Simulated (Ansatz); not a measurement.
Crystal: HPbNO4.

```
CELL_PARAMETERS angstrom
6.43453 0.00000 0.00872
0.00000 4.11089 0.00000
-3.14884 0.00000 7.72026
ATOMIC_POSITIONS crystal
H 0.29356 0.09662 0.51195
H 0.70644 0.59662 0.48805
Pb 0.98504 0.60505 0.29264
Pb 0.01496 0.10504 0.70736
N 0.59230 0.36587 0.79290
N 0.40770 0.86587 0.20710
O 0.12824 0.09198 0.45672
O 0.41419 0.46190 0.80564
O 0.78042 0.46544 0.89401
O 0.58396 0.16262 0.67325
O 0.87176 0.59198 0.54328
O 0.58581 0.96190 0.19436
O 0.21958 0.96544 0.10599
O 0.41604 0.66262 0.32675
```

The cell was built by a generator and needn't be a form met in nature.

- Program: Ansatz 0.2.0
- Task: relaxation of cell and atoms
- Functional: r2SCAN
- Dispersion: rVV10
- Potentials or basis: Ansatz PAW
- Cutoff: 500 eV (not typed: the program's choice for these potentials)
- k mesh: 4 × 5 × 3
- Occupations: fermi-dirac, width 0.05 eV
- Spin: no spin polarisation

At the start: volume 14.59 Å³/atom.

Problem. Where does the relaxation end?

Solution. It ends after 19 steps and the volume is 12.78 Å³/atom (-12.4 %); space group P2_1 (No. 4, to 0.05 Å).

Step by step:
| step | energy change (eV) | largest force (eV/Å) | volume (Å³) |
| --- | --- | --- | --- |
| 1 | 0.0000 | 0.6118 | 204.33 |
| 2 | -0.1787 | 0.4379 | 178.57 |
| 3 | -0.2548 | 0.5188 | 182.95 |
| 4 | -0.2751 | 0.1241 | 181.76 |
| 5 | -0.2807 | 0.0580 | 180.82 |
| 6 | -0.2825 | 0.0536 | 180.41 |
| 7 | -0.2840 | 0.0492 | 179.86 |
| 8 | -0.2850 | 0.0396 | 179.54 |
| 9 | -0.2859 | 0.0333 | 179.18 |
| 10 | -0.2865 | 0.0194 | 178.99 |
| 11 | -0.2867 | 0.1125 | 178.91 |
| 12 | -0.2873 | 0.0329 | 178.83 |
| 13 | -0.2874 | 0.0327 | 178.83 |
| 14 | -0.2874 | 0.0288 | 178.84 |
| 15 | -0.2875 | 0.0138 | 178.81 |
| 16 | -0.2875 | 0.0042 | 178.82 |
| 17 | -0.2733 | 0.0074 | 178.82 |
| 18 | -0.2732 | 0.0042 | 178.96 |
| 19 | -0.2733 | 0.0042 | 178.96 |

Final structure:
```
H Pb N O
1.0
     6.26600    0.00000    0.22827
     0.00000    3.83049    0.00000
    -2.80244    0.00000    7.35401
H Pb N O
2 2 2 8
Direct
  0.30312 0.06717 0.51615
  0.69688 0.56717 0.48385
  0.99257 0.56618 0.28241
  0.00743 0.06618 0.71759
  0.57150 0.39077 0.79022
  0.42850 0.89077 0.20978
  0.13910 0.06135 0.46306
  0.38817 0.49576 0.80047
  0.75393 0.51206 0.88865
  0.57506 0.15619 0.67654
  0.86090 0.56135 0.53694
  0.61183 0.99576 0.19953
  0.24607 0.01206 0.11135
  0.42494 0.65619 0.32346
```

Caveat: the plane-wave basis is chosen anew once the cell has moved, so the energies of steps on either side of that aren't comparable; the PAW data sets come from PBE, with cores solved anew for the run's functional, which leaves a small shift of forces and pressure.
